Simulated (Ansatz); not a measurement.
**AsH3Se (triplet): wave-function methods side by side at a displaced geometry (v2), cc-pVDZ**

The task here is to estimate one member of a computed series from the others.

The runs use Ansatz 0.2.0, Gaussian basis; cc-pVDZ, core rule «outside noble gas», up to 28 orbitals frozen.

Plan: UHF; CCSD(T) on ROHF; CCSD(T) on UHF; BCCD(T) on ROHF; CISD; CCSDT(Q) on ROHF; CCSDT(Q) on UHF; CASSCF and NEVPT2, 14 electrons in 11 orbitals.

35 further runs of the same task are left out: 23 that didn't finish, 12 set aside as unsound or not needed.

**The system**

The geometry is a PBE0/def2-TZVP stationary point (not a proven minimum) with its atoms shifted at random (size 0.100 Å). No spin-orbit coupling is included. The filled d shell of As, Se may be among the frozen orbitals whatever the setting's name suggests; the logs give the count.

5 atoms, charge 0, spin multiplicity 3.

Atoms are counted from 1 here; the program's logs count them from 0.

Bond lengths: As1–Se2 2.650 Å, As1–H3 1.558 Å, As1–H4 1.594 Å, Se2–H5 1.367 Å. Angles: Se2–As1–H3 167.8°, Se2–As1–H4 95.9°, H3–As1–H4 94.1°, As1–Se2–H5 93.2°.

Set-up of the first run:

Contents of in.yaml:

```yaml
crystal:
  periodic: [false, false, false]
  atoms:
    - {symbol: As, position_ang: [0.084265, 0.030768, 1.337363]}
    - {symbol: Se, position_ang: [-0.080609, -0.030701, -1.307030]}
    - {symbol: H, position_ang: [-0.003989, 0.338492, 2.861641]}
    - {symbol: H, position_ang: [0.079120, -1.550632, 1.539924]}
    - {symbol: H, position_ang: [-0.023939, 1.330175, -1.419479]}
basis:
  gaussian: {orbitals: cc-pVDZ}
magnetization: {spin_polarized: true, initial_magnetization: 2}
hamiltonian: {xc: hf}
output: {orbitals: {seedname: orbitals}}
```

Run with:

```sh
> ansatz run in.yaml --threads 1 --pin off --events-out ev --progress --plain --max-ram 2393MiB
```

Among the steps run: UHF; CCSD(T) on ROHF; CCSD(T) on UHF; BCCD(T) on ROHF; CISD; CCSDT(Q) on ROHF; CCSDT(Q) on UHF; CASSCF and NEVPT2, 14 electrons in 11 orbitals.

One table of the session follows, with a row left open; its other results are not shown here.

```
        method  from UCCSDT(Q) (kJ/mol)
          ROHF                   +707.8
           UHF                   +681.3
          RMP2                   +124.9
          UMP2                   +129.3
          CISD                    +87.4
         RCCSD                    +22.9
         UCCSD                    +21.9
      RCCSD(T)                     +5.0
      UCCSD(T)                     +4.6
       BCCD(T)                     +4.9
        RCCSDT                     +1.7
        UCCSDT                     +1.2
     RCCSDT(Q)                        ?
     UCCSDT(Q)                        0
CASSCF valence                   +543.8
NEVPT2 valence                   +120.9
```

**Question.** Estimate the row for RCCSDT(Q).

As computed: from UCCSDT(Q) (kJ/mol): +0.5. In the column «from UCCSDT(Q) (kJ/mol)» it lies between UCCSDT(Q) (0) and UCCSDT (+1.2).

To keep in mind: Restricted and unrestricted rows rest on different reference determinants; where their highest levels disagree by more than a few hundredths of an eV, they describe different states and don't form one ladder.
